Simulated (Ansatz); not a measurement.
# CsMgBiO3 (R3m) in Ansatz: reference runs

How does CsMgBiO3 come out in PBE? The cell is run as given and disturbed.

Program: Ansatz 0.2.0. These are calculated values, not measurements. Logs are shortened: lines on timing, memory, paths and dates and some standing lists are left out, and cuts for length are marked.

## (1) The crystal as given

It takes space group R3m (No. 160, trigonal). The conventional cell has a = 6.461 Å, b = 6.461 Å, c = 11.391 Å, α = 90.00°, β = 90.00°, γ = 120.00°. Bi (site symmetry 3m) has 3 O at 2.10 Å as nearest neighbours. Around Cs (site symmetry 3m) lie 9 O at 3.33 to 3.50 Å and 3 Bi at 3.74 Å and 3 Mg at 3.78 Å. Around Mg (site symmetry 3m) lie 3 O at 1.91 Å. Around O (site symmetry m) lie 1 Mg at 1.91 Å and 1 Bi at 2.10 Å.

The cell comes from a database or a generator and needn't be the stable form of this composition.

## (2) Single point, PBE

The input, input.yaml:

```yaml
crystal:
  lattice:
    - [3.2305168867, 1.8651397941, 3.7970092083]
    - [-3.2305168867, 1.8651397941, 3.7970092083]
    - [0.0, -3.7302795883, 3.7970092083]
  atoms:
    - { symbol: Bi, position: [0.56529855, 0.56529855, 0.56529855] }
    - { symbol: Cs, position: [0.91728165, 0.91728165, 0.91728165] }
    - { symbol: Mg, position: [0.30219174, 0.30219174, 0.30219174] }
    - { symbol: O, position: [0.98223802, 0.49139226, 0.49139226] }
    - { symbol: O, position: [0.49139226, 0.49139226, 0.98223802] }
    - { symbol: O, position: [0.49139226, 0.98223802, 0.49139226] }
hamiltonian:
  xc: pbe
  pseudopotentials: { kind: paw }
kpoints:
  mp_grid: { grid: [6, 6, 6] }
scf:
  occupations: { method: fermi_dirac, width: 0.05 }
output:
  forces: true
  stress: true
  eigenvalues: true
```

Potentials or basis: Ansatz PAW.

Command:

```
> ansatz run input.yaml --threads 2 --pin off --max-ram 5120MiB --backend cpu --events-out ev --progress --plain --runs-dir out
```

Log:

```text
Warning: RAYON_NUM_THREADS=2 ignored (pool sized by the plan → 2); use --threads N
Engine: ansatz 0.2.0, aarch64-unknown-linux-gnu
Pseudopotentials: kind: paw
Pseudopotential: Bi, paw, valence charge 15, recommended cutoff 420 eV (normal), Bi.paw.azcp
Pseudopotential: Cs, paw, valence charge 9, recommended cutoff 420 eV (normal), Cs.paw.azcp
Pseudopotential: Mg, paw, valence charge 10, recommended cutoff 420 eV (normal), Mg.paw.azcp
Pseudopotential: O, paw, valence charge 6, recommended cutoff 420 eV (normal), O.paw.azcp
Functional definition: PBE
  parameter kappa = 0.804
  parameter beta = 0.06672455060314922
  exchange = pbe_x(kappa = kappa, mu = beta*pi^2/3)
  correlation = pbe_c(beta = beta)
Crystal: 6 atoms, lattice volume = 137.270 Å³
Basis set: ecut = 420 eV, 2659 PW (Γ), exchange–correlation on 72×72×72 points (8 copies of the dense FFT grid, shifted against one another)
Bands: 32, of which v1, the nominal top of the filled ones, is band 26 counted from 1 (25 counted from 0)
Symmetry: 6 space group operations
Space group: R3m (ITA 160), of the structure as read, at distance tolerance 5.2e-5 Å
k-points: 32 of 216 (time reversal used)
Non-local potential: Bi, projectors of the file, l = 0: 2, l = 1: 2, l = 2: 2, l = 3: 2
Non-local potential: Cs, projectors of the file, l = 0: 3, l = 1: 2, l = 2: 2, l = 3: 2
Non-local potential: Mg, projectors of the file, l = 0: 3, l = 1: 2, l = 2: 1
Non-local potential: O, projectors of the file, l = 0: 2, l = 1: 2, l = 2: 1
PAW form: soft (Blöchl's): semilocal exchange-correlation on the pseudo side does not see the compensation charge
PAW one-centre angular grid: Bi, 590 points (default); XC on 64 Gauss nodes
PAW one-centre angular grid: Cs, 194 points (default); XC on 64 Gauss nodes
PAW one-centre angular grid: Mg, 110 points (default); XC on 64 Gauss nodes
PAW one-centre angular grid: O, 110 points (default); XC on 64 Gauss nodes
Initial density: superposition of atomic densities (neutral atoms: chi_scale 0, normalization atom), corrected by the library's trained network
Initial wavefunctions: pseudopotential atomic-orbital guess
Functional: x = pbe(κ = 0.804, μ = 0.2195149727645171), c = pbe(β = 0.06672455060314922)
SCF iter   1: F=—  HF=-21695.336417 eV  |F-HF|=—  |Δ(HF+E_count)|=         —  Δρ=2.86e-3  dr2=1.11e-2  ethr=1.77e-3  ⟨swp⟩=7.3  Hψ=5041  notcnv=0
preconditioner: auto → Resta (q_TF=auto, 2.321 Å⁻¹)  ε∞=2.9  [insulator: Δε(μ)=2.586 eV  Ē_g=15.360 eV  σ=0.050 eV  W_gap=1.00  n_scr=26 (ndim 8)  ℏωp=21.0 eV  f_vac=0.137  D(μ)=0.00/eV (n_scr^D=0)  ε∞_Penn≈2.9]
SCF iter   2: F=—  HF=-21695.335008 eV  |F-HF|=—  |Δ(HF+E_count)|=   1.41e-3  Δρ=1.45e-3  dr2=3.07e-3  ethr=2.14e-5  ⟨swp⟩=2.1  Hψ=1810  notcnv=0
SCF iter   3: F=—  HF=-21695.335259 eV  |F-HF|=—  |Δ(HF+E_count)|=   2.50e-4  Δρ=1.22e-3  dr2=1.93e-3  ethr=5.90e-6  ⟨swp⟩=2.0  Hψ=1562  notcnv=0  defer=1
SCF iter   4: F=—  HF=-21695.334914 eV  |F-HF|=—  |Δ(HF+E_count)|=   3.45e-4  Δρ=1.92e-4  dr2=6.94e-5  ethr=3.72e-6  ⟨swp⟩=2.0  Hψ=1261  notcnv=0  defer=1
SCF iter   5: F=—  HF=-21695.335071 eV  |F-HF|=—  |Δ(HF+E_count)|=   1.57e-4  Δρ=8.28e-5  dr2=7.51e-6  ethr=1.33e-7  ⟨swp⟩=2.0  Hψ=1789  notcnv=0  defer=1
SCF iter   6: F=—  HF=-21695.335077 eV  |F-HF|=—  |Δ(HF+E_count)|=   5.80e-6  Δρ=3.65e-5  dr2=1.47e-6  ethr=1.44e-8  ⟨swp⟩=2.0  Hψ=1776  notcnv=0  defer=1
SCF iter   7: F=-21695.335078 eV  HF=-21695.335078 eV  |F-HF|=6.42e-8  |Δ(HF+E_count)|=   1.58e-6  Δρ=6.31e-6  dr2=6.41e-8  ethr=1.92e-10  ⟨swp⟩=8.7  Hψ=5682  notcnv=0
SCF 1 converged in 7 iterations: F = -21695.335078 eV  dr2 = 6.41e-8
SCF converged after 7 iterations
Free energy (F): -21695.335078 eV
Harris-Foulkes:  -21695.335078 eV  (|F-HF|=6.42e-8)
Internal energy: -21695.335078 eV  (E = F + TS)
E sigma→0 (E₀):  -21695.335078 eV
Fermi energy:    6.377715 eV
--- Per-component energies (eV) ---
  E_band       = -586.037962
  E_kinetic    = 1044.605652
  E_local      = -5488.387101  (includes V_loc(G=0)·N_el)
  E_nonlocal   = 833.670562
  E_hartree    = 2028.919307
  E_xc         = -576.674707
  E_vxc        = -591.358079  (∫ρ·V_xc dr)
  E_paw        = -16497.065984  (= ΣΔE_a)
  E_vpaw       = -442.400800  (= ΣTr[D̂ρ^β])
  E_aug_tail   = 0.006706  (compensation charges beyond the density's cutoff)
  E_ewald      = -3040.409513
  E_smearing   = -0.000000  (= −TS)
  E_closure    = -0.000000  (closes the sum)
  Σ components = -21695.335078   (vs F -21695.335078, Δ=0.00e0)
--- Forces (eV/Å), atoms counted from 1 ---
  atom   1  Bi    -0.00000000    -0.00000000     0.34590097
  atom   2  Cs     0.00000000     0.00000000    -0.04653577
  atom   3  Mg    -0.00000000    -0.00000000     0.05097912
  atom   4  O     -0.13060200    -0.07540310    -0.11667855
  atom   5  O      0.00000000     0.15080620    -0.11667855
  atom   6  O      0.13060200    -0.07540310    -0.11667855
  max |Σ_I F_I| component: 3.09e-4 eV/Å
--- Stress (GPa, compression-positive) ---
       -0.235391       0.000000      -0.000000
        0.000000      -0.235391      -0.000000
        0.000000      -0.000000       0.970672
  P = ⅓ Tr σ = 0.1666 GPa (1.666 kbar)
--- Band table (eV; the first three rows and the last of 32) ---
  k-point 0: bands = ["-68.6572", "-35.5516", "-35.3552", "-35.3552", "-17.1525", "-17.1525", "-16.9367", "-16.8964", "-16.8964", "-15.5146", "-12.0909", "-10.9103", "-10.9103", "-3.7019", "-2.4833", "-2.4833", "-2.2846", "1.2344", "1.6214", "1.6214", "3.4190", "3.4190", "3.4606", "3.8402", "3.8402", "4.2157", "8.1014", "9.9046", "9.9046", "10.5215", "10.5726", "10.5726"]
  k-point 1: bands = ["-68.6572", "-35.5516", "-35.3552", "-35.3552", "-17.1524", "-17.1508", "-16.9367", "-16.8965", "-16.8964", "-15.5105", "-12.0678", "-10.9545", "-10.9108", "-3.7470", "-2.4702", "-2.4306", "-2.2999", "1.1150", "1.6297", "1.8659", "3.3444", "3.4185", "3.5796", "3.7354", "3.8317", "4.1322", "8.2685", "9.8833", "10.0377", "10.3960", "10.5161", "10.5399"]
  k-point 2: bands = ["-68.6572", "-35.5516", "-35.3552", "-35.3552", "-17.1523", "-17.1476", "-16.9367", "-16.8969", "-16.8966", "-15.5024", "-12.0152", "-11.0490", "-10.9117", "-3.8301", "-2.4438", "-2.3463", "-2.3102", "1.0094", "1.6487", "2.2228", "3.1839", "3.4283", "3.4395", "3.7996", "3.9705", "3.9759", "8.3805", "9.7603", "10.0928", "10.3389", "10.7761", "10.8290"]
  k-point 31: bands = ["-68.6572", "-35.5516", "-35.3552", "-35.3552", "-17.1403", "-17.1403", "-16.9413", "-16.8968", "-16.8968", "-15.4894", "-11.9923", "-10.9816", "-10.9816", "-4.5167", "-2.5342", "-2.5342", "-2.4429", "1.8505", "2.1689", "2.1689", "3.5854", "3.5854", "3.8844", "3.8844", "4.2868", "5.1384", "7.7009", "7.9778", "7.9778", "9.4155", "12.6106", "12.6106"]
```

It took 6.3 s on 2 threads of Arm Neoverse V2, shared host; peak memory 0.42 GiB.

Results:

| Item | Value |
| --- | --- |
| Free energy | -21695.3351 eV |
| Pressure | 0.2 GPa |
| Largest force | 0.346 eV/Å |
| Band gap on the k mesh | 2.56 eV, direct |

Forces in eV/Å, atoms in the order of the input:
```
Bi   0.000  0.000  0.346
Cs   0.000  0.000 -0.047
Mg   0.000  0.000  0.051
O   -0.131 -0.075 -0.117
O    0.000  0.151 -0.117
O    0.131 -0.075 -0.117
```

Stress tensor (GPa, compression positive):
```
-0.24  0.00  0.00
 0.00 -0.24  0.00
 0.00  0.00  0.97
```

Levels at points of the mesh, in eV from the valence-band top:
```tsv
k point	band 22	band 23	band 24	band 25	band 26	band 27	band 28	band 29	band 30	band 31
(0.00, 0.00, 0.00)	-1.72	-1.68	-1.30	-1.30	-0.92	2.96	4.77	4.77	5.38	5.43
(0.00, 0.00, -0.50)	-1.76	-1.70	-1.37	-1.24	-0.95	3.14	4.57	4.91	5.21	5.96
(0.00, -0.50, -0.50)	-1.79	-1.56	-1.35	-1.15	-0.41	3.01	3.70	4.23	5.29	6.19
(-0.50, -0.50, -0.50)	-1.55	-1.25	-1.25	-0.85	0.00	2.56	2.84	2.84	4.28	7.47
```

Caveat: spin-orbit coupling is left out, which as a rule narrows the gap of such compounds by several tenths of an eV. As with any semilocal functional, this PBE gap is likely too small.

## (3) Single point, PBE (atoms moved at random, drawn with an rms of 0.05 Å)

The input, input.yaml:

```yaml
crystal:
  lattice:
    - [3.2305168867, 1.8651397941, 3.7970092083]
    - [-3.2305168867, 1.8651397941, 3.7970092083]
    - [0.0, -3.7302795883, 3.7970092083]
  atoms:
    - { symbol: Bi, position: [0.558964, 0.561012, 0.564761] }
    - { symbol: Cs, position: [0.912396, 0.922945, 0.913692] }
    - { symbol: Mg, position: [0.302543, 0.303863, 0.295201] }
    - { symbol: O, position: [0.983755, 0.494859, 0.488616] }
    - { symbol: O, position: [0.488806, 0.48653, 0.98775] }
    - { symbol: O, position: [0.482591, 0.979562, 0.493501] }
hamiltonian:
  xc: pbe
  pseudopotentials: { kind: paw }
kpoints:
  mp_grid: { grid: [6, 6, 6] }
scf:
  occupations: { method: fermi_dirac, width: 0.05 }
output:
  forces: true
  stress: true
  eigenvalues: true
  write_density: true
  write_potential: true
  elf: true
  volumetric_format: npy
```

Potentials or basis: Ansatz PAW.

Command:

```
> ansatz run input.yaml --threads 2 --pin off --max-ram 5120MiB --backend cpu --events-out ev --progress --plain --runs-dir out
```

It took 30 s on 2 threads of Arm Neoverse V2, shared host; peak memory 0.63 GiB.

It converged, with:

```
Free energy            : -21695.2719 eV
Pressure               : -0.3 GPa
Largest force          : 1.196 eV/Å
Band gap on the k mesh : 2.52 eV, indirect (least direct gap 2.55 eV)
```

Forces in eV/Å, atoms in the order of the input:
```
Bi   0.170  0.096  1.070
Cs   0.071 -0.031 -0.050
Mg  -0.017 -0.863 -0.122
O   -0.425 -0.274 -0.401
O    0.008  1.170 -0.252
O    0.194 -0.098 -0.244
```

Stress tensor (GPa, compression positive):
```
-1.26 -0.14 -0.32
-0.14  0.11  0.14
-0.32  0.14  0.11
```

Levels at points of the mesh, in eV from the valence-band top:
```tsv
k point	band 23	band 24	band 25	band 26	band 27	band 28	band 29	band 30
(0.00, 0.00, 0.00)	-1.58	-1.20	-1.19	-0.80	3.06	4.74	4.78	5.34
(0.00, 0.00, -0.50)	-1.58	-1.34	-1.08	-0.95	3.13	4.58	4.86	5.21
(0.00, -0.50, 0.00)	-1.58	-1.28	-1.12	-0.93	3.17	4.59	4.85	5.15
(0.00, -0.50, -0.50)	-1.48	-1.20	-1.09	-0.43	2.97	3.62	4.30	5.27
(-0.50, 0.00, 0.00)	-1.62	-1.22	-1.16	-0.86	3.13	4.56	4.87	5.16
(-0.50, 0.00, -0.50)	-1.46	-1.27	-1.03	-0.39	2.96	3.57	4.26	5.28
(-0.50, -0.50, 0.00)	-1.48	-1.27	-0.99	-0.38	2.98	3.60	4.29	5.26
(-0.50, -0.50, -0.50)	-1.15	-1.14	-0.73	0.00	2.55	2.75	2.81	4.37
```

Caveat: spin-orbit coupling is left out, which as a rule narrows the gap of such compounds by several tenths of an eV. A k mesh can miss the band edges.
